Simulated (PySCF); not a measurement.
**C₄H₁₀AsBO: electronic excitations**

Wanted: the electronic excitations of C₄H₁₀AsBO (`C=C[C@@H](C)B(O)[AsH2]`), by calculation.

The runs use PySCF 2.14.0, with density-fitted response routines of our own; the level of theory stands in each step. All values are computed, except where a source is named. Atoms are numbered from 0 throughout.

## Step 1: Starting geometry

17 atoms, charge 0, multiplicity 1; geometry from: GFN2-xTB.

Bonds of the start (Å): C0–C1 1.32, C1–C2 1.50, C2–C3 1.53, C2–B4 1.61, B4–O5 1.33, B4–As6 2.03, C0–H7 1.08, C0–H8 1.08, C1–H9 1.08, C2–H10 1.10, C3–H11 1.09, C3–H12 1.09, C3–H13 1.09, O5–H14 0.96, As6–H15 1.50, As6–H16 1.51.

## Step 2: Excited states and response: B3LYP/def2-SVPD

What the job is given:

```
{"job": {"kind": "uv", "xc": "B3LYP", "basis": "def2-SVPD", "nstates": 8, "ntriplets": 3}, "charge": 0, "multiplicity": 1}
C     -0.814328     1.226800     1.814155
C     -1.027411     0.802075     0.580077
C     -0.409360    -0.430533    -0.013394
C     -1.315791    -1.035747    -1.091130
B      1.048766     0.011841    -0.545562
O      1.344268     0.093470    -1.841413
As     2.496017     0.634600     0.738829
H     -0.199622     0.667682     2.504947
H     -1.254972     2.134069     2.190878
H     -1.648921     1.380636    -0.092737
H     -0.280147    -1.167047     0.789523
H     -0.856623    -1.921152    -1.529966
H     -2.274208    -1.329037    -0.666131
H     -1.513040    -0.313871    -1.884557
H      0.669974    -0.149633    -2.481687
H      3.601497     0.018957    -0.063178
H      2.426903    -0.611081     1.581435
```

Level: TDDFT B3LYP/def2-SVPD, vertical, gas phase, core orbitals frozen in the response.

On the command line:

```sh
$ OMP_NUM_THREADS=1 python probes_run.py task.json out
```

The driver reads the jobs from task.json and runs them one after another.

Predict these results of the whole session: lowest singlet (B3LYP/def2-SVPD); brightest single state of those computed; lowest triplet.

**Answer**, as computed:

| quantity | value |
| --- | --- |
| lowest singlet (B3LYP/def2-SVPD) | 4.78 eV (259 nm), f = 0.019 |
| brightest single state of those computed | state 8, 6.70 eV, f = 0.059 |
| lowest triplet | 4.01 eV |

What this shows: The lowest singlet, at 4.78 eV, is HOMO→LUMO 0.97 and is weak; of the 8 states computed, the strongest absorption comes from state 8 at 6.70 eV (the last computed, so partners may be missing). The lowest triplet lies 0.77 eV below the lowest singlet (triplets in Tamm-Dancoff, singlets in full TDDFT). States above −ε(HOMO) lie where TDDFT describes them poorly and they hang on the basis; the brightest is among them.
